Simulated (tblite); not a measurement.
# C2H5AlBrCl2: the cost of one run

Programs: PySCF 2.14.0 with density-fitted response routines of our own, and tblite 0.8.0. All values are computed, except where a source is named. Atoms count from 0 throughout.

### Step 1. The molecule as given

11 atoms, charge -1, multiplicity 1; geometry from: force field or distance geometry start.

Bonds of the start (Å): Al4–Br5 2.39, Al4–H10 1.63, Al4–H9 1.59, C1–C3 1.51, C1–Cl2 1.72, C1–H6 1.12, C3–Al4 1.97, C3–H7 1.07, C3–H8 1.16, Cl0–C1 1.76.

### Step 2. GFN2-xTB relaxation, lowest of a short conformer search

What the job is given:

```
{"job": {"xc": "GFN2-xTB", "basis": "xTB", "kind": "relax"}, "charge": -1, "multiplicity": 1}
Cl    -1.329800     1.766600     0.362500
C     -1.330100     0.013800     0.478400
Cl    -2.844200    -0.664000     0.010700
C     -0.285500    -0.520700    -0.474200
Al     1.561100     0.012200    -0.052600
Br     1.587100     2.350000    -0.552000
H     -1.118800    -0.232500     1.550200
H     -0.520400    -0.120200    -1.441500
H     -0.277400    -1.676700    -0.434200
H      1.968600    -0.145200     1.471600
H      2.611200    -0.772600    -1.022900
```

Run with:

```bash
$ OMP_NUM_THREADS=1 python ens_run.py task.json out
```

This one command runs the whole study; its stages follow in the order run.

Q: Estimate the wall time of this first job on 1 thread of Arm Neoverse N1, shared host.

About 2 s.
